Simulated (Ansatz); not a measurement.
# Tl: one candidate of a structure search

The task: take a trial cell of Tl to zero force and stress.

Program: Ansatz 0.2.0. Level of theory: DFT PBE, scalar-relativistic, plane waves, PAW. These are calculated values, not measurements.

2 further runs of the same task are left out: 1 that didn't finish, 1 set aside as unsound or not needed.

### 1 The system as given

The structure is hexagonal, space group P6/mmm (No. 191). The conventional cell has a = 5.599 Å, b = 5.599 Å, c = 14.000 Å, α = 90.00°, β = 90.00°, γ = 120.00°. Tl (site symmetry -6m2) has 3 Tl at 3.23 Å as nearest neighbours.

Structure file:

```cif
data_structure
_symmetry_space_group_name_H-M 'P6/mmm'
_symmetry_Int_Tables_number 191
_cell_length_a 5.5989
_cell_length_b 5.5989
_cell_length_c 14.0000
_cell_angle_alpha 90.000
_cell_angle_beta 90.000
_cell_angle_gamma 120.000
_cell_volume 380.07
loop_
_atom_site_label
_atom_site_type_symbol
_atom_site_symmetry_multiplicity
_atom_site_Wyckoff_symbol
_atom_site_fract_x
_atom_site_fract_y
_atom_site_fract_z
_atom_site_occupancy
Tl1 Tl 2 d 0.66667 0.33333 0.50000 1
```

A structure generator made this guess: random sheet by layer group and Wyckoff sites. The dimensions are guesses.

It is a sheet, periodic along a and b, with vacuum along c; volumes and pressures of the box carry no meaning, and space groups named for it are those of the box.

### 2 Probe: one point on a coarse mesh

The input, input.yaml:

```yaml
crystal:
  lattice:
    - [5.598869, 0.0, 0.0]
    - [-2.799434, 4.848762, 0.0]
    - [0.0, 0.0, 14.0]
  atoms:
    - { symbol: Tl, position: [0.66666667, 0.33333333, 0.5] }
    - { symbol: Tl, position: [0.33333333, 0.66666667, 0.5] }
  periodic: [true, true, false]
basis:
  ecutwfc: 420
kpoints:
  mp_grid: { grid: [6, 6, 1] }
hamiltonian:
  xc: pbe
scf:
  occupations: { method: gaussian, width: 0.1 }
  lower_state_search: "off"
output:
  forces: true
  stress: true
  eigenvalues: true
```

On the command line:

```bash
$ ansatz run input.yaml --threads 1 --pin off --max-ram 2048MiB --backend cpu --events-out ev --progress --plain --runs-dir out
```

Further runs follow: rough relaxation on the coarse mesh; relaxation on the finer mesh.

What does the calculation give? Wanted: relaxed cell; area; thickness between outermost nuclei; energy over the standard state; gap on the mesh.

As calculated:

```
                              quantity                                 value
symmetry at the end (tolerance 0.02 Å)           layer group p6/mmm (No. 80)
                          relaxed cell  a = 5.264 Å, b = 5.264 Å, γ = 120.0°
                                  area                         12.00 Å²/atom
    thickness between outermost nuclei                                0.00 Å
        energy over the standard state                         +0.59 eV/atom
                       gap on the mesh                               0.10 eV
```

**Reading.** The layer group p6/mmm (No. 80) is kept, and the area per atom shrinks by 11.6 % from the first guess. It lies above the element's standard state, so it is metastable at best. No finished test with a distortion of lower symmetry is shown, so the end may be a saddle point. These runs have no spin-orbit coupling; with Tl it would split and shift bands.
